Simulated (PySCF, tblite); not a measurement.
# C4H9ClGeO: geometry, infrared bands and NMR shifts

Aim: predict the infrared bands and NMR shifts of C4H9ClGeO (`C=[CH][Ge@H]([CH2]Cl)[O]C`).

Computed with tblite 0.8.0 and PySCF 2.14.0, with density-fitted response routines of our own, on a single molecule in the gas phase. Atoms count from 0, in the outputs and in this text.

### 1 Starting geometry

16 atoms, charge 0, multiplicity 1; geometry from: force field or distance geometry start.

Bonds of the start (Å): C0–C1 1.32, C1–Ge2 1.93, Ge2–C3 1.94, C3–Cl4 1.78, Ge2–O5 1.81, O5–C6 1.40, C0–H7 1.08, C0–H8 1.09, C1–H9 1.10, Ge2–H10 1.54, C3–H11 1.10, C3–H12 1.11, C6–H13 1.12, C6–H14 1.11, C6–H15 1.12.

### 2 Optimising the geometry with GFN2-xTB

The job: settings as JSON, then the geometry in Å.

```
{"job": {"kind": "relax", "xc": "GFN2-xTB", "basis": "xTB"}, "charge": 0, "multiplicity": 1}
C     -0.070800     2.284100    -0.128100
C      0.229600     1.332500     0.732800
Ge     0.430800    -0.502200     0.169900
C      1.842200    -0.607500    -1.163700
Cl     3.374100    -0.082800    -0.421100
O     -1.125400    -1.063800    -0.576200
C     -2.041100    -1.268800     0.460700
H     -0.228300     2.060800    -1.172100
H     -0.178200     3.310000     0.210400
H      0.381300     1.570500     1.793300
H      0.787800    -1.390400     1.379700
H      1.593300     0.031500    -2.018400
H      1.937300    -1.664000    -1.487700
H     -1.686400    -2.067000     1.157200
H     -3.002400    -1.607000     0.024000
H     -2.251300    -0.326600     1.028000
```

Launch:

```
OMP_NUM_THREADS=1 python probes_run.py task.json out
```

This one command runs all jobs of the session in turn.

**Question.** This job is followed by: GFN2-xTB harmonic vibrations, gas phase; GIAO PBE0/pcSseg-1 NMR shielding, non-relativistic, gas phase. What will the session give for the following? strongest single infrared mode (GFN2-xTB); zero-point energy (GFN2-xTB); 13C shifts against TMS (PBE0/pcSseg-1); 1H shifts against TMS (PBE0/pcSseg-1, means over atoms taken as alike); 73Ge shifts against GeMe4 (PBE0/pcSseg-1); 35Cl shifts against HCl (PBE0/pcSseg-1); 17O shifts against H2O (PBE0/pcSseg-1); surface potential, 1st and 99th percentile.

As calculated:

| quantity | value |
| --- | --- |
| strongest single infrared mode (GFN2-xTB) | 1823 cm⁻¹, 396 km/mol |
| zero-point energy (GFN2-xTB) | 72.0 kcal/mol |
| 13C shifts against TMS (PBE0/pcSseg-1) | 144.5, 141.3, 56.1, 32.2 ppm |
| 1H shifts against TMS (PBE0/pcSseg-1, means over atoms taken as alike) | 6.77, 6.60, 6.35, 5.28, 3.73, 3.32, 3.30 ppm |
| 73Ge shifts against GeMe4 (PBE0/pcSseg-1) | -17 ppm |
| 35Cl shifts against HCl (PBE0/pcSseg-1) | -12 ppm |
| 17O shifts against H2O (PBE0/pcSseg-1) | 12.6 ppm |
| surface potential, 1st and 99th percentile | -1.29 V and 1.00 V |

In words: Over 89 steps the energy fell by 0.305 eV; of the close pairs, C1–Ge2 changed most, 1.930 to 1.973 Å. The lowest mode is imaginary (21i cm⁻¹), so the xTB geometry is not a minimum. The strongest single mode, at 1823 cm⁻¹, moves mainly H10. GFN2-xTB is a fitted tight-binding method: band positions and strengths are rough. Its intensities can rank the bands wrongly. C0 (terminal =CH2 carbon) lies farthest downfield among carbon, at 144.5 ppm; the olefinic region. At PBE0/pcSseg-1: The widest tensor belongs to C0: span 253 ppm, with a paramagnetic part of -213 ppm. At PBE0/pcSseg-1, counted by nearest atom on the grid, the HOMO lies on O5 59 %; H10, H13, H15 about 8 % each, the LUMO on C0, C1 about 26 % each; Ge2 11 %. Spin-orbit coupling is left out, which matters for shieldings and couplings at and beside the heavy atoms.
